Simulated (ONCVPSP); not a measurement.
# Mg: generating and testing an ONCV potential

Task: generate the file, and judge it by its errors in other configurations, its logarithmic derivatives, its ghosts and its cutoff.

The numbers are computed with ONCVPSP 4.0.1.1 (patched build) (PBEsol, scalar-relativistic, spin-unpolarised reference atom).

## Step 1: The design

The settings as typed:

```
element                 : magnesium (Mg, Z = 12)
type                    : optimised norm-conserving Vanderbilt (ONCV)
frozen core             : [He] 2s2
valence charge          : 8
reference configuration : 2p6 3s1 (charge +1)
partial waves           : 3s: rc 1.70 bohr, ncon 3, nbas 6, qcut 3.9 1/bohr, 2 projectors, debl 3.3 Ha; 2p: rc 0.70 bohr, ncon 4, nbas 8, qcut 23.7 1/bohr, 2 projectors, debl 1.5 Ha; d scattering state at 0.34 Ha: rc 1.80 bohr, ncon 3, nbas 8, qcut 6.1 1/bohr, 1 projector
local potential         : polynomial inside 0.50 bohr (lpopt 1, dvloc0 6 Ha)
core correction         : Teter function fitted to the true core (icmod 2), fcfact 0.7
```

The nodes and maxima of the atom's own shells, from an earlier all-electron run, set the scale for the radii.

All-electron outer shells of the reference configuration (PBEsol, scalar-relativistic, ld1.x):

```csv
shell,level (eV),outermost node (bohr),outermost maximum (bohr)
2s,-88.66,0.18,0.55
2p,-55.60,–,0.48
3s,-11.31,0.90,2.38
3p,-7.01,0.94,2.94
```

## Step 2: Generation

Input file Mg.dat:

```
# ATOM AND REFERENCE CONFIGURATION
# atsym  z   nc   nv     iexc    psfile
  Mg 12.00    2    2  -116133      upf
#
#   n    l    f
    1    0    2.00
    2    0    2.00
    2    1    6.00
    3    0    1.00
#
# PSEUDOPOTENTIAL AND OPTIMIZATION
# lmax
    2
#
#   l,   rc,      ep,       ncon, nbas, qcut
    0    1.70    0.00    3    6    3.90
    1    0.70    0.00    4    8   23.70
    2    1.80    0.34    3    8    6.10
#
# LOCAL POTENTIAL
# lloc, lpopt,  rc(5),   dvloc0
    4    1    0.50    6.00
#
# VANDERBILT-KLEINMAN-BYLANDER PROJECTORs
# l, nproj, debl
    0    2    3.30
    1    2    1.50
    2    1    1.10
#
# MODEL CORE CHARGE
# icmod, fcfact, rcfact
    2    0.70    0.85
#
# LOG DERIVATIVE ANALYSIS
# epsh1, epsh2, depsh
   -4.00    5.00    0.02
#
# OUTPUT GRID
# rlmax, drl
    6.00    0.01
#
# TEST CONFIGURATIONS
# ncnf
    4
# nvcnf
#   n    l    f
    2
    2    1    6.00
    3    0    2.00
#
    2
    2    1    6.00
    3    0    0.00
#
    2
    2    1    6.00
    3    0    1.50
#
    3
    2    1    6.00
    3    0    0.00
    3    1    1.00
#
```

Run with:

```console
$ oncvpsp.x < Mg.dat > Mg.out
```

What does the calculation give? Wanted: cutoffs for 1 and 0.1 mHa per electron, occupied waves; bound ghosts; GHOST(+) flags; largest test error; largest phase difference near zero energy, channels read; rms error of d²Exc/dn², without and with the model core; projector energies reset by the program.

The runs gave:

| quantity | value |
| --- | --- |
| cutoffs for 1 and 0.1 mHa per electron, occupied waves | 165 Ha and 197 Ha |
| bound ghosts | none found |
| GHOST(+) flags | s at 16 eV, d at 79 eV |
| largest test error (AE − PS) | +32 meV, for 2p6 3s0 |
| largest phase difference near zero energy, channels read | 0.063 rad |
| rms error of d²Exc/dn², without and with the model core | 8.45 and 7.20 mHa |
| projector energies reset by the program | p: -2.043, 0.250 Ha |

By total energies transferability is fair: the largest error is 32 meV on 14.8 eV, for 2p6 3s0. By its cutoff, 165 Ha for the looser tolerance, it is very hard. At the looser tolerance the 2p wave is the slowest; 3s needs 4 Ha. The program's ghost test flags no bound state. Of the channels read, s scatters worst near zero energy, by up to 0.06 rad (at the energies tabulated). The pseudo curves have a pole with no partner nearby in the atom's: s at 0.56 Ha. At positive energy that is a spurious or a displaced resonance. The program also flags highly localised states, GHOST(+) (s, d). All of this concerns the isolated atom, not yet a solid.
